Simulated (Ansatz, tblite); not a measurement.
# The cluster Hg3TeBr4: rung by rung

One table from this session's results is given with a row withheld; the runs are named, their logs left out.

Program: Ansatz 0.2.0, Gaussian basis. Level of theory: as each input shows. These are calculated values, not measurements.

Levels to be run: GFN1-xTB, GFN2-xTB, PBE-D4/def2-TZVP, r2SCAN-D4/def2-TZVP, r2SCAN0-D4/def2-TZVP, r2SCANh-D4/def2-TZVP, PBE-D4/def2-SVP, PBE0-D4/def2-SVP, MP2/def2-SVP, RPA/def2-SVP.

5 further runs of the same task are left out: 3 that didn't finish, 2 set aside as unsound or not needed.

### The relaxed structure

The singlet was relaxed beforehand with PBE-D4/def2-SVP. At that level it is the lowest of the isomers that a small search found.

8 atoms, charge 0, spin multiplicity 1.

Bond lengths: Hg1–Br6 2.482 Å, Hg1–Br7 2.485 Å, Hg2–Te4 2.686 Å, Hg2–Br5 2.464 Å, Hg3–Te4 2.685 Å, Hg3–Br8 2.462 Å. Angles: Br6–Hg1–Br7 169.1°, Te4–Hg2–Br5 176.6°, Te4–Hg3–Br8 176.4°, Hg2–Te4–Hg3 93.0°.

Geometry (Å):

| atom | x (Å) | y (Å) | z (Å) |
| --- | --- | --- | --- |
| Hg1 | -1.6792 | 0.5708 | 1.3069 |
| Hg2 | 1.5405 | 1.5631 | -0.6366 |
| Hg3 | -0.1005 | -1.9082 | -1.3027 |
| Te4 | -0.6847 | 0.6571 | -1.8369 |
| Br5 | 3.6588 | 2.3491 | 0.3468 |
| Br6 | -2.6187 | -1.7223 | 1.1669 |
| Br7 | -0.6423 | 2.7519 | 1.8936 |
| Br8 | 0.5261 | -4.2614 | -0.9380 |

Hg, Te take a core potential in the def2 sets. No spin-orbit coupling is included.

PBE0-D4/def2-TZVP was run before; its log isn't repeated, and its numbers join the tables.

The first run:

Tight binding, by tblite at 300 K electronic temperature and without a spin-polarisation term:

```python
tblite.interface.Calculator('GFN1-xTB', numbers, positions, charge=0, uhf=0).singlepoint()
```

Tight binding, by tblite at 300 K electronic temperature and without a spin-polarisation term:

```python
tblite.interface.Calculator('GFN2-xTB', numbers, positions, charge=0, uhf=0).singlepoint()
```

start.molden holds the orbitals of an earlier run on this state, given as this run's starting guess.

in.yaml reads:

```yaml
crystal:
  periodic: [false, false, false]
  atoms:
    - {symbol: Hg, position_ang: [-1.679217, 0.570764, 1.306880]}
    - {symbol: Hg, position_ang: [1.540460, 1.563084, -0.636634]}
    - {symbol: Hg, position_ang: [-0.100468, -1.908196, -1.302691]}
    - {symbol: Te, position_ang: [-0.684723, 0.657123, -1.836854]}
    - {symbol: Br, position_ang: [3.658829, 2.349089, 0.346777]}
    - {symbol: Br, position_ang: [-2.618742, -1.722297, 1.166927]}
    - {symbol: Br, position_ang: [-0.642274, 2.751859, 1.893618]}
    - {symbol: Br, position_ang: [0.526136, -4.261426, -0.938012]}
basis:
  gaussian: {orbitals: def2-TZVP, initial_orbitals: start.molden}
hamiltonian: {xc: pbe, dispersion: d4}
scf: {omitted_lower_state_checks: [starts]}
output: {orbitals: {seedname: orbitals}}
```

Command:

```
> ansatz run in.yaml --threads 6 --pin off --events-out ev --progress --plain --max-ram 7833MiB
```

Among the steps run: PBE-D4/def2-TZVP; r2SCAN-D4/def2-TZVP; r2SCAN0-D4/def2-TZVP; r2SCANh-D4/def2-TZVP; PBE-D4/def2-SVP; PBE0-D4/def2-SVP; MP2/def2-SVP; RPA/def2-SVP.

One of the session's tables, all rows but one given; the rest of the session is left out.

It belongs to the step «Binding energy». 

```
               level  binding an atom (eV)
         HF/def2-SVP                 0.723
     PBE-D4/def2-SVP                 1.377
    PBE-D4/def2-TZVP                 1.448
 r2SCAN-D4/def2-TZVP                 1.447
r2SCANh-D4/def2-TZVP                 1.429
    PBE0-D4/def2-SVP                 1.345
   PBE0-D4/def2-TZVP                 1.430
r2SCAN0-D4/def2-TZVP                 1.405
        RPA/def2-SVP                     ?
        MP2/def2-SVP                 1.145
```

Estimate the missing values for RPA/def2-SVP.

**Answer.** binding an atom (eV): 0.812. In the column «binding an atom (eV)» it lies between HF/def2-SVP (0.723) and MP2/def2-SVP (1.145).

Caveats from the session: Free atoms were run apart at each level; binding is atoms less cluster, divided by the number of atoms, without zero-point or spin-orbit terms.
